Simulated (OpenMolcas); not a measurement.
# CH4BFOSi (SMILES O=CB[SiH2]F) at 6 levels

We compute a comparison of 6 runs (B3LYP/6-31G*, BLYP/def2-SVP, M06-L/def2-SVP, SVWN5/def2-SVP, TPSS/def2-SVP, CCSD(T)/def2-SVP) of CH4BFOSi. 

The results are computed with OpenMolcas 26.06.

1 further run of the same task is left out (set aside as unsound or not needed).

## 1. The system as given

CH4BFOSi has 9 atoms, charge 0, and is taken as a singlet. SMILES: `O=CB[SiH2]F`. The shape is that of a PBE0-D4/def2-TZVP optimisation. This is one conformer, not always the lowest.

Bond lengths: O1–C2 1.227 Å, C2–B3 1.522 Å, B3–Si4 2.001 Å, Si4–F5 1.610 Å, C2–H6 1.099 Å, B3–H7 1.195 Å, Si4–H8 1.489 Å, Si4–H9 1.486 Å. Some angles: O1–C2–B3 90.0°, C2–B3–Si4 120.9°, B3–Si4–F5 110.9°, O1–C2–H6 122.9°, B3–C2–H6 147.1°, C2–B3–H7 117.0°, Si4–B3–H7 122.0°, B3–Si4–H8 109.8°, B3–Si4–H9 112.6°, F5–Si4–H8 107.4°.

## 2. Energy and forces at B3LYP/6-31G(d) (spherical functions) (run 1)

geom.xyz reads:

```xyz
9

O     -0.789500     0.780400     1.703800
C     -0.128300     1.442100     0.910400
B      0.628100     0.188700     0.495800
Si    -0.077200    -1.007600    -0.945000
F     -1.360800    -0.349200    -1.659700
H     -0.262400     2.525000     0.778500
H      1.608700    -0.084900     1.121700
H      0.964000    -1.202600    -1.991900
H     -0.494200    -2.338100    -0.430900
```

run.inp reads:

```
* CH4BFOSi Kohn-Sham DFT

&GATEWAY
  BasLib = $CurrDir
  Coord = geom.xyz
  Basis = 6-31Gs
  Group = NoSym

&SEWARD
  GridInput
  Grid=UltraFine
  End of Grid

&SCF
  KSDFT = B3LYP
  Thresholds = 1e-10 1e-07 1e-07 1e-05
  PrOrbitals = 1 1

&ALASKA
```

The basis set 6-31G* is read from a file made from the Basis Set Exchange's data (not shown).

Started as:

```sh
$ export MOLCAS_MEM=1860
$ pymolcas run.inp > run.log
```

Standard output:

```text
--- Start Module: gateway ---
[...]
--- Stop Module: gateway /rc=_RC_ALL_IS_WELL_ ---
[...]
      Basis functions           82
[...]
--- Start Module: scf ---
[...]
       Convergence after  16 Iterations
[...]
::    Total KS-DFT energy                            -529.9176371432
[...]
      Total spin, S                                     0.0000000000
[...]
      Total electronic charge=   46.000000
      Total            charge=   -0.000000
[...]
      Dipole Moment (debye):
      Origin of the operator (angstrom)=   -0.3715   -0.0452   -0.1651
                   X=  1.4849E+00               Y=  1.5679E+00               Z=  2.1312E-01           Total=  2.1700E+00
      Quadrupole Moment (debye*angstrom):
[...]
--- Stop Module: scf /rc=_RC_ALL_IS_WELL_ ---
[...]
--- Start Module: alaska ---
[...]
 *              Molecular gradients               *
 **************************************************
  Irreducible representation: a
 ------------------------------------------------------------------------------------------
                              X                       Y                       Z
 ------------------------------------------------------------------------------------------
  O1                1.18985555627038E-02    6.93759186411880E-03   -1.32894026720773E-02
  C2               -8.13478333479800E-03   -8.37487495500433E-03    9.37997042529037E-03
  B3               -4.69696989508517E-03    2.00311934514152E-03    1.74335732051745E-03
  SI4              -6.60196645496036E-03    4.96753075568535E-03   -2.15277146536863E-03
  F5                9.32489234623368E-03   -5.35985275473294E-03    4.88433246750297E-03
  H6                4.82745039817073E-04   -2.20925650058268E-03    2.34709324831162E-06
  H7               -1.40968723851831E-04    1.08299796921840E-04    2.22089979798890E-04
  H8               -1.57954902374380E-03    6.29521159150270E-04    1.72869000219400E-04
[...]
--- Stop Module: alaska /rc=_RC_ALL_IS_WELL_ ---
[...]
```

It took 29 s on 1 thread of AMD EPYC 9R14 (Zen 4), shared host; peak memory 0.45 GiB.

## 3. Energy and gradient at BLYP/def2-SVP (run 2)

geom.xyz is that of step 2.

calc.inp reads:

```
* CH4BFOSi Kohn-Sham DFT

&gateway
 baslib=$CurrDir
 coord=geom.xyz
 basis=def2-SVP
 group=NoSym

&seward
 gridinput
 Grid=UltraFine
 End of Grid

&scf
 ksdft=BLYP
 thresholds=1e-10 1e-07 1e-07 1e-05
 prorbitals=1

&alaska
```

The basis set def2-SVP is read from a file made from the Basis Set Exchange's data (not shown).

Started as:

```sh
$ export MOLCAS_MEM=1860
$ pymolcas calc.inp > calc.log
```

Standard output:

```text
--- Start Module: gateway ---
[...]
--- Stop Module: gateway /rc=_RC_ALL_IS_WELL_ ---
[...]
      Basis functions           94
[...]
--- Start Module: scf ---
[...]
       Convergence after  17 Iterations
[...]
::    Total KS-DFT energy                            -529.5857292363
[...]
      Total spin, S                                     0.0000000000
[...]
      Total electronic charge=   46.000000
      Total            charge=   -0.000000
[...]
      Dipole Moment (debye):
      Origin of the operator (angstrom)=   -0.3715   -0.0452   -0.1651
                   X=  1.1910E+00               Y=  1.5783E+00               Z=  3.1840E-01           Total=  2.0027E+00
      Quadrupole Moment (debye*angstrom):
[...]
--- Stop Module: scf /rc=_RC_ALL_IS_WELL_ ---
[...]
--- Start Module: alaska ---
[...]
 *              Molecular gradients               *
 **************************************************
  Irreducible representation: a
 ------------------------------------------------------------------------------------------
                              X                       Y                       Z
 ------------------------------------------------------------------------------------------
  O1                1.92564257707168E-02    1.41456154315294E-02   -2.22728844814917E-02
  C2               -1.40573356929519E-02   -8.61133667134162E-03    1.50403766365219E-02
  B3               -1.25068100828685E-04    1.45839969409933E-03    5.59516546996131E-03
  SI4              -1.93610288318755E-02    9.01424053332001E-03   -1.00375829405839E-02
  F5                2.31166077092091E-02   -1.21484103369776E-02    1.24108455880076E-02
  H6                1.46090995306655E-03   -1.28015371824697E-02    1.83611278093032E-03
  H7               -7.24896809560160E-03    2.61006199368685E-03   -3.80201437245997E-03
  H8               -4.35373529186167E-03    1.04443343957972E-03    3.52647278971618E-03
[...]
--- Stop Module: alaska /rc=_RC_ALL_IS_WELL_ ---
[...]
```

Run time: 33 s. Hardware: 1 thread of AMD EPYC 9R14 (Zen 4), shared host; peak memory 0.52 GiB.

Runs 3 to 5 aren't shown in full; the table further down has their settings and results.

## 4. A single-point energy at CCSD(T)/def2-SVP (run 6)

geom.xyz is that of step 3.

test.input reads:

```
&GATEWAY
  BasLib = $CurrDir
  Coord = geom.xyz
  Basis = def2-SVP
  Group = NoSym

&SEWARD

&SCF
  Thresholds = 1e-10 1e-07 1e-07 1e-05
  PrOrbitals = 1 2

&RASSCF
  FileOrb = $Project.ScfOrb
  Spin = 1
  Nactel = 0 0 0
  Inactive = 23
  Ras2 = 0
  OutOrbitals = Canonical
  OrbListing = Nothing

&MOTRA
  JobIph
  Frozen = 9

&CCSDT
  CCT
  Triples = 2
  Iterations = 80
  Accuracy = 1e-08
  Extrapolation = 5 4
```

The basis set def2-SVP is read from a file made from the Basis Set Exchange's data (not shown).

Started as:

```sh
$ export MOLCAS_MEM=1860
$ pymolcas test.input > test.log
```

Standard output:

```text
--- Start Module: gateway ---
[...]
--- Stop Module: gateway /rc=_RC_ALL_IS_WELL_ ---
[...]
      Basis functions           94
[...]
       Convergence after  17 Iterations
[...]
::    Total SCF energy                               -527.8318012015
[...]
      Total spin, S                                     0.0000000000
[...]
      Number of active orbitals                  0
[...]
      Spin quantum number                      0.0
[...]
      Active orbitals                            0
[...]
      Number of CSFs                             1
[...]
      Number of root(s) required                 1
[...]
      Convergence after  4 iterations
[...]
      Natural orbitals and occupation numbers for root  1
      ************************************************************************************************************************
      *                                                    Final results                                                     *
      ************************************************************************************************************************
[...]
::    RASSCF root number  1 Total energy:   -527.83180120
[...]
      Total electronic charge=   46.000000
      Total            charge=   -0.000000
[...]
      Dipole Moment (debye):
      Origin of the operator (angstrom)=   -0.3715   -0.0452   -0.1651
                   X=  2.2529E+00               Y=  1.7013E+00               Z= -1.6278E-01           Total=  2.8278E+00
      Quadrupole Moment (debye*angstrom):
[...]
--- Start Module: motra ---
[...]
      *** WARNING: Default frozen orbitals is overwritten by user input.
      *** Default values:   6
[...]
--- Stop Module: motra /rc=_RC_ALL_IS_WELL_ ---
[...]
--- Start Module: ccsdt ---
[...]
      Convergence after                    19  Iterations
      Total energy (diff) :    -528.54661031      -0.00000000
[...]
 METHOD                       : CCSD+T(CCSD)+<T3(1)WT1> = CCSD(T)
[...]
       CCSD     =      -528.5466103106892
[...]
--- Stop Module: ccsdt /rc=_RC_ALL_IS_WELL_ ---
[...]
```

Run time: 71 s. Hardware: 1 thread of AMD EPYC 9R14 (Zen 4), shared host; peak memory 0.52 GiB.

## 5. All runs side by side

```
run                               level      task  integration grid  energy (Eh)  dipole moment (D) of the reference  HOMO energy (eV)  LUMO energy (eV)  wall time
  1  B3LYP/6-31G* (spherical functions)  gradient         UltraFine  -529.917637                                2.17             -7.71             -1.79       29 s
  2                       BLYP/def2-SVP  gradient         UltraFine  -529.585729                                2.00             -6.59             -2.75       33 s
  3                      M06-L/def2-SVP  gradient         UltraFine  -529.616089                                2.15             -7.03             -2.67       41 s
  4                      SVWN5/def2-SVP  gradient         UltraFine  -526.658210                                2.00             -6.86             -3.18       27 s
  5                       TPSS/def2-SVP  gradient         UltraFine  -529.704602                                2.08             -6.86             -2.77       43 s
  6                    CCSD(T)/def2-SVP    energy                 –  -528.567494                                2.83            -11.47              2.32       71 s
```

## 6. Outcome

```
                                          quantity          value
                               run 6: total energy  -528.56749 Eh
         run 6: dipole moment (mean-field density)         2.83 D
        run 6: HOMO energy (Hartree–Fock orbitals)      -11.47 eV
        run 6: LUMO energy (Hartree–Fock orbitals)        2.32 eV
      run 6: HOMO–LUMO gap (Hartree–Fock orbitals)       13.78 eV
run 6: correlation energy (9 core orbitals frozen)     -735.7 mEh
                             run 6: (T) correction     -20.88 mEh
```

In words: Over runs 1, 2, 3, 4, 5 the dipole moment (its size) runs from 2.00 D (SVWN5/def2-SVP) to 2.17 D (B3LYP/6-31G*). The two ends differ in method and basis. Over runs 1, 2, 3, 4, 5 the HOMO–LUMO gap runs from 3.68 eV (SVWN5/def2-SVP) to 5.92 eV (B3LYP/6-31G*). Totals of different functionals can't be ranked against each other. All runs together took 4.1 min, the longest 71 s.
